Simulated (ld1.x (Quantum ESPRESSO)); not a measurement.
# Al, RRKJ: a sweep of the scale of all radii, part 1 of 2

One potential is built and tested. Then the scale of all radii is changed, to learn what it costs or gains.

The numbers are computed with ld1.x (Quantum ESPRESSO) 7.5 (PBE, scalar-relativistic, spin-unpolarised reference atom).

2 further runs of the same task are left out: 2 that didn't finish.

### Step 1. The atom and the settings

The settings as typed:

* element: aluminium (Al, Z = 13)
* type: norm-conserving RRKJ (Kleinman–Bylander form)
* frozen core: [Ne]
* valence charge: 3
* reference configuration: 3s2 3p1
* partial waves: 3s (bound): rc 2.06 bohr; 3p (bound): rc 2.74 bohr
* local potential: the p channel
* core correction: a·sin(br)/r model core, default radius (core density twice the valence density)

An earlier all-electron run gives the scale for the radii.

All-electron outer shells of the reference configuration (PBE, scalar-relativistic, ld1.x):

```csv
shell,level (eV),outermost node (bohr),outermost maximum (bohr)
2s,-108.17,0.16,0.50
2p,-69.64,–,0.43
3s,-7.75,0.80,2.09
3p,-2.71,0.82,2.64
```

### Step 2. The first potential

Al.in reads:

```
 &input
   title='Al', zed=13., rel=1, dft='PBE', iswitch=3,
   config='[Ne] 3s2 3p1',
   nld=2, rlderiv=3.00, eminld=-3.0, emaxld=5.0, deld=0.02
 /
 &inputp
   pseudotype=2, tm=.false., rho0=0.02, lloc=1,
   nlcc=.true.,
   file_pseudopw='Al.UPF', file_wfcaegen='ae.wfc', file_wfcncgen='nc.wfc', file_beta='beta', file_chi='chi'
 /
2
3S  1  0   2.00   0.00  2.06  2.06  0.0
3P  2  1   1.00   0.00  2.74  2.74  0.0
 &test
   configts(1)='3s2 3p1'
 /
```

Started as:

```sh
$ ld1.x < Al.in > Al.out
```

The output, Al.out (without the banner and most projector matrices):

```text
     Program LD1 v.7.5
     --------------------------- All-electron run ----------------------------

     Al
     scalar relativistic calculation

     atomic number is 13.00
     dft =PBE   lsd =0 sic =0 latt =0  beta=0.20 tr2=1.0E-14
     Exchange-correlation= PBE
                           (   1   4   3   4   0   0   0)
     mesh =1135 r(mesh) = 100.48924 a.u. xmin = -7.00 dx = 0.01250
     1 Ry =  13.60569312 eV, c = 137.03599908

     n l     nl                  e(Ry)          e(Ha)          e(eV)
     1 0     1S 1( 2.00)      -111.0670       -55.5335     -1511.1441
     2 0     2S 1( 2.00)        -7.9500        -3.9750      -108.1651
     2 1     2P 1( 6.00)        -5.1187        -2.5593       -69.6432
     3 0     3S 1( 2.00)        -0.5698        -0.2849        -7.7529
     3 1     3P 1( 1.00)        -0.1993        -0.0997        -2.7121

     final scf error:  7.9E-15 reached in  23 iterations

     Etot =    -485.370441 Ry,    -242.685221 Ha,   -6603.801277 eV

     Ekin =     486.252059 Ry,     243.126029 Ha,    6615.796290 eV
     Encl =   -1160.737048 Ry,    -580.368524 Ha,  -15792.632076 eV
     Eh   =     225.977757 Ry,     112.988878 Ha,    3074.584008 eV
     Exc  =     -36.863208 Ry,     -18.431604 Ha,    -501.549499 eV

     normalization and overlap integrals

     s(1S/1S) =  1.000000  <r> =   0.1202  <r2> =    0.0195  r(max) =   0.0779
     s(2S/2S) =  1.000000  <r> =   0.6261  <r2> =    0.4701  r(max) =   0.4954
     s(2P/2P) =  1.000000  <r> =   0.6034  <r2> =    0.4632  r(max) =   0.4264
     s(3S/3S) =  1.000000  <r> =   2.5429  <r2> =    7.5539  r(max) =   2.0856
     s(3P/3P) =  1.000000  <r> =   3.4481  <r2> =   14.3562  r(max) =   2.6447

     ------------------------ End of All-electron run ------------------------

     --------------------- Generating NC pseudopotential ---------------------

      Generating local pot.: lloc=1, matching radius rcloc =   2.7400

      Computing core charge for nlcc:

       r > 1.31 : true rho core
       r < 1.31 : rho core = a sin(br)/r    a=   1.82  b=   2.07

      Integrated core pseudo-charge :   1.46

      Wfc   3S  rcut= 2.086  Estimated cut-off energy=       10.21 Ry
      Using 4 Bessel functions for this wfc, rho(0) = 0.020
      This function has    0 nodes for 0 < r <    2.086

     ------------------- End of pseudopotential generation -------------------

     [... the all-electron block is printed once more ...]


     Computing logarithmic derivative in   3.01566
     Computing logarithmic derivative in   3.01566
     Computing the partial wave expansion
     R is outside the sphere for l=    0 j= 0.00
       no projector for channel:   1

     ---------------------- Testing the pseudopotential ----------------------

     Al
     scalar relativistic calculation

     atomic number is 13.00   valence charge is  3.00
     dft =PBE   lsd =0 sic =0 latt =0  beta=0.20 tr2=1.0E-14
     mesh =1135 r(mesh) = 100.48924 xmin = -7.00 dx = 0.01250

     n l     nl             e AE (Ry)        e PS (Ry)    De AE-PS (Ry)
     1 0     3S   1( 2.00)       -0.56982       -0.56982        0.00000
     2 1     3P   1( 1.00)       -0.19934       -0.19934        0.00000

     eps = 7.3E-15  iter =  7

     Etot =    -485.370441 Ry,    -242.685221 Ha,   -6603.801277 eV
     Etotps =    -5.196274 Ry,      -2.598137 Ha,     -70.698908 eV

     Ekin =       1.243533 Ry,       0.621766 Ha,      16.919127 eV
     Encl =      -6.860440 Ry,      -3.430220 Ha,     -93.341047 eV
     Ehrt =       2.882576 Ry,       1.441288 Ha,      39.219442 eV
     Ecxc =      -2.615432 Ry,      -1.307716 Ha,     -35.584768 eV
     (Ecc =      -1.274256 Ry,      -0.637128 Ha,     -17.337135 eV)
     Epseu=       0.153490 Ry,       0.076745 Ha,       2.088338 eV

     ---------------------- End of pseudopotential test ----------------------
```

Wall time 0.75 s (1 thread, shared host). This counts the later configuration tests of the new file too.

Partial waves on a coarse radial grid (AE all-electron, PS pseudo):

| r (bohr) | 3s AE | 3s PS |
| --- | --- | --- |
| 0.137 | 0.0512 | 0.0475 |
| 0.274 | -0.2045 | 0.0896 |
| 0.411 | -0.2955 | 0.1238 |
| 0.548 | -0.2452 | 0.1529 |
| 0.685 | -0.1227 | 0.1833 |
| 0.822 | 0.0245 | 0.2227 |
| 0.959 | 0.1696 | 0.2761 |
| 1.096 | 0.2994 | 0.3437 |
| 1.233 | 0.4088 | 0.4200 |
| 1.370 | 0.4964 | 0.4960 |
| 1.507 | 0.5640 | 0.5627 |
| 1.644 | 0.6137 | 0.6140 |
| 1.781 | 0.6474 | 0.6483 |
| 1.918 | 0.6671 | 0.6674 |
| 2.055 | 0.6747 | 0.6747 |
| 2.192 | 0.6723 | 0.6723 |
| 2.329 | 0.6618 | 0.6618 |
| 2.466 | 0.6448 | 0.6448 |
| 2.603 | 0.6229 | 0.6229 |
| 2.740 | 0.5974 | 0.5974 |
| 2.877 | 0.5693 | 0.5693 |
| 3.014 | 0.5397 | 0.5397 |
| 3.151 | 0.5092 | 0.5092 |
| 3.288 | 0.4785 | 0.4785 |
| 3.425 | 0.4480 | 0.4480 |
| 3.562 | 0.4182 | 0.4182 |

### Step 3. Configuration tests

Al.test.in reads:

```
 &input
   title='Al', zed=13., rel=1, dft='PBE', iswitch=2,
   config='[Ne] 3s2 3p1'
 /
 &test
   file_pseudo='Al.UPF', nconf=8,
   configts(1)='3s2 3p1',
   configts(2)='3s2 3p0',
   configts(3)='3s1 3p0',
   configts(4)='3s2 3p0.5',
   configts(5)='3s1 3p2',
   configts(6)='3s0 3p3',
   configts(7)='3s1 3p1',
   configts(8)='3s2 3p1.3'
 /
```

Started as:

```sh
$ ld1.x < Al.test.in > Al.test.out
```

Al.test.out, the pseudopotential blocks:

```text
     ---------------------- Testing the pseudopotential ----------------------

     Al
     scalar relativistic calculation

     atomic number is 13.00   valence charge is  3.00
     dft =PBE   lsd =0 sic =0 latt =0  beta=0.20 tr2=1.0E-14
     mesh =1135 r(mesh) = 100.48924 xmin = -7.00 dx = 0.01250

     n l     nl             e AE (Ry)        e PS (Ry)    De AE-PS (Ry)
     1 0     3S   1( 2.00)       -0.56982       -0.56982        0.00000
     2 1     3P   1( 1.00)       -0.19934       -0.19934        0.00000

     eps = 4.4E-15  iter = 13

     Etot =    -485.370441 Ry,    -242.685221 Ha,   -6603.801276 eV
     Etotps =    -5.196274 Ry,      -2.598137 Ha,     -70.698912 eV

     Ekin =       1.243533 Ry,       0.621766 Ha,      16.919123 eV
     Encl =      -6.860440 Ry,      -3.430220 Ha,     -93.341048 eV
     Ehrt =       2.882576 Ry,       1.441288 Ha,      39.219443 eV
     Ecxc =      -2.615432 Ry,      -1.307716 Ha,     -35.584768 eV
     (Ecc =      -1.274256 Ry,      -0.637128 Ha,     -17.337135 eV)
     Epseu=       0.153490 Ry,       0.076745 Ha,       2.088338 eV

     ---------------------- End of pseudopotential test ----------------------

     ---------------------- Testing the pseudopotential ----------------------

     Al
     scalar relativistic calculation

     atomic number is 13.00   valence charge is  3.00
     dft =PBE   lsd =0 sic =0 latt =0  beta=0.20 tr2=1.0E-14
     mesh =1135 r(mesh) = 100.48924 xmin = -7.00 dx = 0.01250

     n l     nl             e AE (Ry)        e PS (Ry)    De AE-PS (Ry)
     1 0     3S   1( 2.00)       -1.08854       -1.08815       -0.00039
     2 1     3P   1( 0.00)       -0.66543       -0.66532       -0.00011

     eps = 5.1E-15  iter = 13

     Etot =    -484.946999 Ry,    -242.473499 Ha,   -6598.040044 eV
     Etotps =    -4.772861 Ry,      -2.386430 Ha,     -64.938075 eV
     dEtot_ae =       0.423443 Ry
     dEtot_ps =       0.423414 Ry,   Delta E=       0.000029 Ry

     Ekin =       0.853144 Ry,       0.426572 Ha,      11.607611 eV
     Encl =      -5.070033 Ry,      -2.535017 Ha,     -68.981314 eV
     Ehrt =       1.513074 Ry,       0.756537 Ha,      20.586426 eV
     Ecxc =      -2.254139 Ry,      -1.127069 Ha,     -30.669122 eV
     (Ecc =      -1.274256 Ry,      -0.637128 Ha,     -17.337135 eV)
     Epseu=       0.185093 Ry,       0.092547 Ha,       2.518323 eV

     ---------------------- End of pseudopotential test ----------------------

     ---------------------- Testing the pseudopotential ----------------------

     Al
     scalar relativistic calculation

     atomic number is 13.00   valence charge is  3.00
     dft =PBE   lsd =0 sic =0 latt =0  beta=0.20 tr2=1.0E-14
     mesh =1135 r(mesh) = 100.48924 xmin = -7.00 dx = 0.01250

     n l     nl             e AE (Ry)        e PS (Ry)    De AE-PS (Ry)
     1 0     3S   1( 1.00)       -1.74543       -1.74316       -0.00227
     2 1     3P   1( 0.00)       -1.26440       -1.26320       -0.00120

     eps = 8.4E-15  iter = 10

     Etot =    -483.533964 Ry,    -241.766982 Ha,   -6578.814726 eV
     Etotps =    -3.360942 Ry,      -1.680471 Ha,     -45.727949 eV
     dEtot_ae =       1.836478 Ry
     dEtot_ps =       1.835332 Ry,   Delta E=       0.001146 Ry

     Ekin =       0.499406 Ry,       0.249703 Ha,       6.794768 eV
     Encl =      -2.640104 Ry,      -1.320052 Ha,     -35.920444 eV
     Ehrt =       0.406568 Ry,       0.203284 Ha,       5.531636 eV
     Ecxc =      -1.751109 Ry,      -0.875555 Ha,     -23.825057 eV
     (Ecc =      -1.274256 Ry,      -0.637128 Ha,     -17.337135 eV)
     Epseu=       0.124297 Ry,       0.062149 Ha,       1.691148 eV

     ---------------------- End of pseudopotential test ----------------------

     ---------------------- Testing the pseudopotential ----------------------

     Al
     scalar relativistic calculation

     atomic number is 13.00   valence charge is  3.00
     dft =PBE   lsd =0 sic =0 latt =0  beta=0.20 tr2=1.0E-14
     mesh =1135 r(mesh) = 100.48924 xmin = -7.00 dx = 0.01250

     n l     nl             e AE (Ry)        e PS (Ry)    De AE-PS (Ry)
     1 0     3S   1( 2.00)       -0.81538       -0.81524       -0.00015
     2 1     3P   1( 0.50)       -0.41902       -0.41898       -0.00004

     eps = 9.6E-15  iter = 12

     Etot =    -485.217152 Ry,    -242.608576 Ha,   -6601.715673 eV
     Etotps =    -5.042988 Ry,      -2.521494 Ha,     -68.613351 eV
     dEtot_ae =       0.153289 Ry
     dEtot_ps =       0.153286 Ry,   Delta E=       0.000003 Ry

     Ekin =       1.086881 Ry,       0.543441 Ha,      14.787773 eV
     Encl =      -6.027455 Ry,      -3.013727 Ha,     -82.007702 eV
     Ehrt =       2.176836 Ry,       1.088418 Ha,      29.617359 eV
     Ecxc =      -2.446162 Ry,      -1.223081 Ha,     -33.281731 eV
     (Ecc =      -1.274256 Ry,      -0.637128 Ha,     -17.337135 eV)
     Epseu=       0.166912 Ry,       0.083456 Ha,       2.270951 eV

     ---------------------- End of pseudopotential test ----------------------

     ---------------------- Testing the pseudopotential ----------------------

     Al
     scalar relativistic calculation

     atomic number is 13.00   valence charge is  3.00
     dft =PBE   lsd =0 sic =0 latt =0  beta=0.20 tr2=1.0E-14
     mesh =1135 r(mesh) = 100.48924 xmin = -7.00 dx = 0.01250

     n l     nl             e AE (Ry)        e PS (Ry)    De AE-PS (Ry)
     1 0     3S   1( 1.00)       -0.63016       -0.63005       -0.00011
     2 1     3P   1( 2.00)       -0.24571       -0.24555       -0.00016

     eps = 5.3E-15  iter =  9

     Etot =    -484.992719 Ry,    -242.496359 Ha,   -6598.662099 eV
     Etotps =    -4.818515 Ry,      -2.409257 Ha,     -65.559236 eV
     dEtot_ae =       0.377723 Ry
     dEtot_ps =       0.377759 Ry,   Delta E=      -0.000037 Ry

     Ekin =       1.482201 Ry,       0.741101 Ha,      20.166374 eV
     Encl =      -6.564442 Ry,      -3.282221 Ha,     -89.313786 eV
     Ehrt =       2.707311 Ry,       1.353656 Ha,      36.834844 eV
     Ecxc =      -2.526822 Ry,      -1.263411 Ha,     -34.379164 eV
     (Ecc =      -1.274256 Ry,      -0.637128 Ha,     -17.337135 eV)
     Epseu=       0.083237 Ry,       0.041618 Ha,       1.132496 eV

     ---------------------- End of pseudopotential test ----------------------

     ---------------------- Testing the pseudopotential ----------------------

     Al
     scalar relativistic calculation

     atomic number is 13.00   valence charge is  3.00
     dft =PBE   lsd =0 sic =0 latt =0  beta=0.20 tr2=1.0E-14
     mesh =1135 r(mesh) = 100.48924 xmin = -7.00 dx = 0.01250

     n l     nl             e AE (Ry)        e PS (Ry)    De AE-PS (Ry)
     1 0     3S   1( 0.00)       -0.68211       -0.68181       -0.00029
     2 1     3P   1( 3.00)       -0.28605       -0.28569       -0.00035

     eps = 7.3E-15  iter =  7

     Etot =    -484.602331 Ry,    -242.301166 Ha,   -6593.350606 eV
     Etotps =    -4.428059 Ry,      -2.214029 Ha,     -60.246810 eV
     dEtot_ae =       0.768110 Ry
     dEtot_ps =       0.768215 Ry,   Delta E=      -0.000105 Ry

     Ekin =       1.757499 Ry,       0.878749 Ha,      23.911991 eV
     Encl =      -6.302922 Ry,      -3.151461 Ha,     -85.755629 eV
     Ehrt =       2.572731 Ry,       1.286365 Ha,      35.003784 eV
     Ecxc =      -2.455366 Ry,      -1.227683 Ha,     -33.406957 eV
     (Ecc =      -1.274256 Ry,      -0.637128 Ha,     -17.337135 eV)

     ---------------------- End of pseudopotential test ----------------------

     ---------------------- Testing the pseudopotential ----------------------

     Al
     scalar relativistic calculation

     atomic number is 13.00   valence charge is  3.00
     dft =PBE   lsd =0 sic =0 latt =0  beta=0.20 tr2=1.0E-14
     mesh =1135 r(mesh) = 100.48924 xmin = -7.00 dx = 0.01250

     n l     nl             e AE (Ry)        e PS (Ry)    De AE-PS (Ry)
     1 0     3S   1( 1.00)       -1.14736       -1.14653       -0.00083
     2 1     3P   1( 1.00)       -0.71655       -0.71598       -0.00057

     eps = 7.3E-15  iter =  9

     Etot =    -484.519974 Ry,    -242.259987 Ha,   -6592.230085 eV
     Etotps =    -4.346096 Ry,      -2.173048 Ha,     -59.131649 eV
     dEtot_ae =       0.850467 Ry
     dEtot_ps =       0.850178 Ry,   Delta E=       0.000289 Ry

     Ekin =       1.135284 Ry,       0.567642 Ha,      15.446324 eV
     Encl =      -4.801889 Ry,      -2.400944 Ha,     -65.333024 eV
     Ehrt =       1.385814 Ry,       0.692907 Ha,      18.854956 eV
     Ecxc =      -2.163657 Ry,      -1.081828 Ha,     -29.438050 eV
     (Ecc =      -1.274256 Ry,      -0.637128 Ha,     -17.337135 eV)
     Epseu=       0.098352 Ry,       0.049176 Ha,       1.338143 eV

     ---------------------- End of pseudopotential test ----------------------

     ---------------------- Testing the pseudopotential ----------------------

     Al
     scalar relativistic calculation

     atomic number is 13.00   valence charge is  3.00
     dft =PBE   lsd =0 sic =0 latt =0  beta=0.20 tr2=1.0E-14
     mesh =1135 r(mesh) = 100.48924 xmin = -7.00 dx = 0.01250

     n l     nl             e AE (Ry)        e PS (Ry)    De AE-PS (Ry)
     1 0     3S   1( 2.00)       -0.44077       -0.44082        0.00005
     2 1     3P   1( 1.30)       -0.08482       -0.08483        0.00001

     eps = 1.6E-15  iter =  9

     Etot =    -485.412675 Ry,    -242.706338 Ha,   -6604.375895 eV
     Etotps =    -5.238511 Ry,      -2.619255 Ha,     -71.273568 eV
     dEtot_ae =      -0.042234 Ry
     dEtot_ps =      -0.042236 Ry,   Delta E=       0.000003 Ry

     Ekin =       1.299881 Ry,       0.649941 Ha,      17.685784 eV
     Encl =      -7.283941 Ry,      -3.641970 Ha,     -99.103065 eV
     Ehrt =       3.298005 Ry,       1.649002 Ha,      44.871641 eV
     Ecxc =      -2.700308 Ry,      -1.350154 Ha,     -36.739564 eV
     (Ecc =      -1.274256 Ry,      -0.637128 Ha,     -17.337135 eV)
     Epseu=       0.147852 Ry,       0.073926 Ha,       2.011635 eV

     ---------------------- End of pseudopotential test ----------------------
```

Energies count from the reference configuration 3s2 3p1; the error is all-electron less pseudo.

```tsv
valence configuration	charge	ΔE all-electron (eV)	error AE − PS (meV)
3s2 3p0	+1	5.761	+0.4
3s1 3p0	+2	24.987	+16
3s2 3p0.5	+0.5	2.086	0.0
3s1 3p2	0	5.139	-0.5
3s0 3p3	0	10.451	-1.4
3s1 3p1	+1	11.571	+3.9
3s2 3p1.3	-0.3	-0.575	0.0
```

### Step 4. Does it scatter like the atom?

Taken from the files of the generation run. The phase is arctan(r·u′/u) with u = r·R, unwrapped, with energies in Ry. A pole is an energy at which the radial function vanishes at the test radius. The pseudo phase is shifted by a multiple of π to meet the all-electron one at the reference energy. Levels narrower than the energy grid can be missing from the poles. The last column is the largest difference on the grid between −1 and +1 Ry.

| channel | radius (bohr) | reference (Ry) | poles AE | poles PS | window around the reference with phases within 0.05 rad (Ry) | largest difference near zero (rad) |
| --- | --- | --- | --- | --- | --- | --- |
| s | 3.02 | -0.57 | 0.14 | 0.14, 4.80 | below 2.1 | 0.001 |
| p | 3.02 | -0.20 | 0.85 | 0.83 | below 2.2 | 0.004 |

Phases (rad) along the scan:

| E (Ry) | p AE | p PS | s AE | s PS |
| --- | --- | --- | --- | --- |
| -3.00 | 1.362 | 1.362 | 1.348 | 1.347 |
| -2.52 | 1.339 | 1.338 | 1.317 | 1.316 |
| -2.04 | 1.304 | 1.304 | 1.267 | 1.267 |
| -1.56 | 1.250 | 1.249 | 1.169 | 1.169 |
| -1.08 | 1.143 | 1.142 | 0.863 | 0.863 |
| -0.60 | 0.826 | 0.825 | -0.787 | -0.787 |
| -0.12 | -0.618 | -0.618 | -1.465 | -1.465 |
| 0.36 | -1.378 | -1.380 | -1.631 | -1.631 |
| 0.84 | -1.569 | -1.573 | -1.735 | -1.736 |
| 1.32 | -1.675 | -1.683 | -1.855 | -1.859 |
| 1.80 | -1.779 | -1.798 | -2.092 | -2.109 |
| 2.28 | -1.949 | -2.013 | -2.922 | -3.029 |
| 2.76 | -2.472 | -2.864 | -4.106 | -4.167 |
| 3.24 | -3.898 | -4.175 | -4.436 | -4.466 |
| 3.72 | -4.392 | -4.481 | -4.561 | -4.584 |
| 4.20 | -4.544 | -4.594 | -4.629 | -4.652 |
| 4.68 | -4.620 | -4.657 | -4.674 | -4.701 |

(Continued in part 2 of 2.)
